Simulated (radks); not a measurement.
# Excited configurations of Mn

An exercise on one series of results from a longer session: the logs are not shown, and one member is left open.

Program: radks (a radial shooting solver on a logarithmic mesh, Libxc functionals) version 1. Level of theory: Dirac Kohn-Sham, PBE, spin-unpolarised, spherical densities, point nucleus; open shells are shared between the two j in proportion to 2j + 1. These are calculated values, not measurements, unless marked.

## Starting point

| Item | Value |
| --- | --- |
| element | manganese (Z = 25) |
| charge | 0 |
| electrons | 25 |
| configuration | [Ar] 3d5 4s2 |

Outer shells as boxes (Hund's rule):

Mn
```
[Ar] core
3d [↑ ][↑ ][↑ ][↑ ][↑ ]
4s [↑↓]
```

Set-up of the first run:

The run's settings:

```text
Z 25
configuration [Ar] 3d5 4s2
relativity Dirac
functional pbe,pbe
spin unpolarised
j_filling average
nucleus point
c 137.035999084
```

Among the steps run: Ground configuration: [Ar] 3d5 4s2.

One table of the session follows, with a row left open; its other results are not shown here.

It belongs to the step «Ground configuration: [Ar] 3d5 4s2». From the orbitals of this run (lengths in bohr):

```
level     <r>  outermost maximum (interpolated)  90 % within  nodes
2p1/2  0.2451                             0.187        0.402      0
2p3/2  0.2480                             0.189        0.406      0
3s1/2  0.8514                             0.736         1.28      2
3p1/2       ?                                 ?            ?      ?
3p3/2  0.9072                             0.754         1.40      1
3d3/2   1.219                             0.761         2.16      0
3d5/2   1.226                             0.763         2.17      0
4s1/2   3.094                              2.51         4.73      3
```

Estimate the missing values for 3p1/2.

**Answer.** <r>: 0.8981; outermost maximum (interpolated): 0.747; 90 % within: 1.39; nodes: 1. In the column «<r>» it lies between 3s1/2 (0.8514) and 3p3/2 (0.9072).

Limits of these values: Spin polarisation and multiplet splitting are left out, so open shells lie too high by an amount that depends on their filling.
